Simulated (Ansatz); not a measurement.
# BClH₂OS (SMILES OB(S)Cl): energies and forces away from the minimum

How good are functionals off equilibrium? 2 randomly displaced structures are computed with CCSD(T) and cheaper methods.

Program: Ansatz 0.2.0, Gaussian basis. Level of theory: single points with forces in def2-TZVPP. These are calculated values, not measurements.

Levels: PBE-D4, r2SCAN-D4, PBE0-D4, wB97M-V, Hartree-Fock, MP2, CCSD, CCSD(T). Each coordinate is moved by a Gaussian draw of the width named (0.7 of it for atoms other than hydrogen): 0.12, 0.09 Å.

Cores are frozen in the correlated methods.

9 further runs of the same task are left out: 9 set aside as unsound or not needed.

### Step 1. Where the work starts

The minimum, relaxed at PBE0-D4: 6 atoms, charge 0, spin multiplicity 1.

Atoms are counted from 1 here; the program's logs count them from 0.

Bond lengths: O1–B2 1.348 Å, O1–H5 0.962 Å, B2–S3 1.800 Å, B2–Cl4 1.770 Å, S3–H6 1.344 Å. Angles: B2–O1–H5 113.2°, O1–B2–S3 121.5°, O1–B2–Cl4 120.9°, S3–B2–Cl4 117.6°, B2–S3–H6 94.9°.

Geometry (Å):

```mol
BClH2OS
  3D, bonds by distance, orders not assigned

  6  5  0  0  0  0  0  0  0  0999 V2000
    0.3017    0.9080   -0.6272 O   0  0
   -0.2323   -0.2184   -0.1129 B   0  0
    0.3330   -0.8961    1.4558 S   0  0
   -1.5207   -1.0840   -0.9643 Cl  0  0
   -0.0883    1.1626   -1.4687 H   0  0
    1.2486    0.0639    1.6712 H   0  0
  1  2  8  0
  1  5  8  0
  2  3  8  0
  2  4  8  0
  3  6  8  0
M  END
```

Energies of the minimum (eV), from earlier single points: PBE-D4 -26106.45934, r2SCAN-D4 -26116.41934, PBE0-D4 -26108.46362, B3LYP-D4 -26120.54903, wB97M-V -26117.30085, CCSD(T) -26087.91088.

### Step 2. Structure 1, width 0.12 Å

ccsdt-tzvpp/in.yaml

```yaml
crystal:
  periodic: [false, false, false]
  atoms:
    - {symbol: O, position_ang: [0.269622, 0.895931, -0.642626]}
    - {symbol: B, position_ang: [-0.313449, -0.166510, -0.136024]}
    - {symbol: S, position_ang: [0.247487, -0.920093, 1.516457]}
    - {symbol: Cl, position_ang: [-1.550832, -1.131124, -0.999175]}
    - {symbol: H, position_ang: [-0.051260, 1.130045, -1.688001]}
    - {symbol: H, position_ang: [1.118994, 0.213038, 1.624706]}
basis:
  gaussian: {orbitals: def2-TZVPP}
correlation: {method: ccsd_t}
output: {forces: true}
```

The command line of these runs was not kept.

The log of the run, cut to the lines that bear on the results:

```text
Functional definition: HF
  name "HF"
  cite "Fock, Z. Phys. 61, 126 (1930) doi:10.1007/BF01340294"
  parent pbe
[...]
1047 factors; integrals over basis functions are off by at most 9.2e-4 eV
[...]
mean field -26066.02870519 eV, -957.9088867270 hartree, gradient 1.6e-6 eV, S^2 0.000000; 0 other end points of the search recorded, 0 dependent functions left out
12 core orbitals not correlated: weight in the atoms' cores, before any rotation towards them, 1.000 or more for the frozen orbitals, at most 0.000 for the correlated occupied ones
reference -26066.02870519 eV, -957.9088867270 hartree; 12, 12 occupied and 150, 150 virtual orbitals, 1047 factors
second order -19.28138195 eV of doubles, -0.00000000 eV of singles
cycle   1  -19.69797373 eV  change   -4.2e-1 eV  update   9.7e-2
[...]
cycle  11  -20.25433891 eV  change   -3.4e-6 eV  update   3.4e-6
perturbative correction -0.89950804 eV, -0.0330563107 hartree
[...]
Total energy: -26087.18255214 eV, -958.6862762638 hartree
Atom 0 at     0.269622     0.895931    -0.642626 Å, force    -0.526087     2.524088    -4.925491 eV/Å
Atom 1 at    -0.313449    -0.166510    -0.136024 Å, force    -0.592508    -2.770457     1.417590 eV/Å
Atom 2 at     0.247487    -0.920093     1.516457 Å, force     0.809694     2.661238    -1.236913 eV/Å
Atom 3 at    -1.550832    -1.131124    -0.999175 Å, force     0.091477     0.328433    -0.007486 eV/Å
Atom 4 at    -0.051260     1.130045    -1.688001 Å, force     1.199726    -1.108177     4.543348 eV/Å
Atom 5 at     1.118994     0.213038     1.624706 Å, force    -0.982302    -1.635125     0.208951 eV/Å
Dipole moment:     0.097134     0.340799    -0.307348 e Å
```

Wall time 61 s (4 threads, shared host); peak memory 3 GiB.

The other levels were run on the same coordinates; their logs were not kept, and their results stand in the tables.

```csv
method,RMS force component (eV/Å),RMS error against CCSD(T) (eV/Å),angle to CCSD(T) forces (°),dipole (D)
PBE-D4,1.895,0.204,2.9,2.20
r2SCAN-D4,1.989,0.112,2.1,2.30
PBE0-D4,2.037,0.150,4.1,2.30
wB97M-V,2.047,0.117,3.2,2.31
CCSD(T),2.073,reference,reference,2.25
```

### Step 3. Structure 2, width 0.09 Å

ccsdt-tzvpp/in.yaml

```yaml
crystal:
  periodic: [false, false, false]
  atoms:
    - {symbol: O, position_ang: [0.225206, 0.915182, -0.541212]}
    - {symbol: B, position_ang: [-0.211058, -0.227405, -0.190112]}
    - {symbol: S, position_ang: [0.293645, -0.914124, 1.518758]}
    - {symbol: Cl, position_ang: [-1.538210, -1.152396, -0.923985]}
    - {symbol: H, position_ang: [-0.183117, 1.295777, -1.483217]}
    - {symbol: H, position_ang: [1.103791, 0.048762, 1.728101]}
basis:
  gaussian: {orbitals: def2-TZVPP}
correlation: {method: ccsd_t}
output: {forces: true}
```

The log of the run, cut to the lines that bear on the results:

```text
[... 4 set-up lines as earlier in the session ...]
[...]
1047 factors; integrals over basis functions are off by at most 7.6e-4 eV
[...]
mean field -26066.16013420 eV, -957.9137166540 hartree, gradient 4.8e-6 eV, S^2 0.000000; 0 other end points of the search recorded, 0 dependent functions left out
12 core orbitals not correlated: weight in the atoms' cores, before any rotation towards them, 1.000 or more for the frozen orbitals, at most 0.000 for the correlated occupied ones
reference -26066.16013420 eV, -957.9137166540 hartree; 12, 12 occupied and 150, 150 virtual orbitals, 1047 factors
second order -19.16703605 eV of doubles, -0.00000000 eV of singles
cycle   1  -19.61497303 eV  change   -4.5e-1 eV  update   9.3e-2
[...]
cycle  11  -20.14211546 eV  change   -2.7e-6 eV  update   3.2e-6
perturbative correction -0.87500602 eV, -0.0321558781 hartree
[...]
Total energy: -26087.17725568 eV, -958.6860816223 hartree
Atom 0 at     0.225206     0.915182    -0.541212 Å, force    -0.032429     5.078488    -5.305706 eV/Å
Atom 1 at    -0.211058    -0.227405    -0.190112 Å, force    -1.729221    -4.024902     3.233533 eV/Å
Atom 2 at     0.293645    -0.914124     1.518758 Å, force    -1.321782    -0.989981    -1.681485 eV/Å
Atom 3 at    -1.538210    -1.152396    -0.923985 Å, force     0.180695     0.095244    -0.453084 eV/Å
Atom 4 at    -0.183117     1.295777    -1.483217 Å, force     1.570412    -1.618466     3.748679 eV/Å
Atom 5 at     1.103791     0.048762     1.728101 Å, force     1.332326     1.459616     0.458063 eV/Å
Dipole moment:     0.078765     0.416925    -0.359166 e Å
```

It took 58 s on 4 threads, shared host; peak memory 3 GiB.

```csv
method,RMS force component (eV/Å),RMS error against CCSD(T) (eV/Å),angle to CCSD(T) forces (°),dipole (D)
PBE-D4,2.391,0.224,4.6,2.58
r2SCAN-D4,2.394,0.143,2.2,2.70
PBE0-D4,2.421,0.173,3.6,2.70
wB97M-V,2.429,0.129,2.5,2.73
CCSD(T),2.502,reference,reference,2.67
```

### Step 4. All structures together

Energy above the minimum (eV):

```csv
structure,width (Å),PBE-D4,r2SCAN-D4,PBE0-D4,wB97M-V,Hartree-Fock,MP2,CCSD,CCSD(T)
1,0.12,0.606,0.702,0.738,0.732,0.945,0.749,0.765,0.728
2,0.09,0.676,0.709,0.728,0.720,0.813,0.732,0.746,0.734
```

What each level costs and misses (shared host):

```csv
method,mean energy error from CCSD(T) (eV),mean time a point
PBE-D4,0.090,0.7 s
r2SCAN-D4,0.026,1.2 s
PBE0-D4,0.008,1.1 s
wB97M-V,0.008,2.4 s
Hartree-Fock,0.148,part of the CCSD(T) run
MP2,0.011,part of the CCSD(T) run
CCSD,0.025,part of the CCSD(T) run
CCSD(T),0,59 s
```

For cost: PBE0-D4 comes within 0.008 eV at 1.1 s a point, where CCSD(T) needs 59 s.

### Step 5. What came out

| quantity | value |
| --- | --- |
| energy above the minimum, CCSD(T) | 0.728, 0.734 eV |
| mean energy error | PBE-D4 0.090, r2SCAN-D4 0.026, PBE0-D4 0.008, wB97M-V 0.008, Hartree-Fock 0.148, MP2 0.011, CCSD 0.025 eV |
| mean RMS force error | PBE-D4 0.214, r2SCAN-D4 0.128, PBE0-D4 0.161, wB97M-V 0.123 eV/Å |
| largest T1 diagnostic | 0.013 |

**Reading.** In energy PBE0-D4 is nearest to CCSD(T) and Hartree-Fock farthest. For forces wB97M-V is best, off by 5 % of the typical force, and PBE-D4 worst (9 %); with few structures and a triple-zeta reference, gaps of a few points rank nothing.
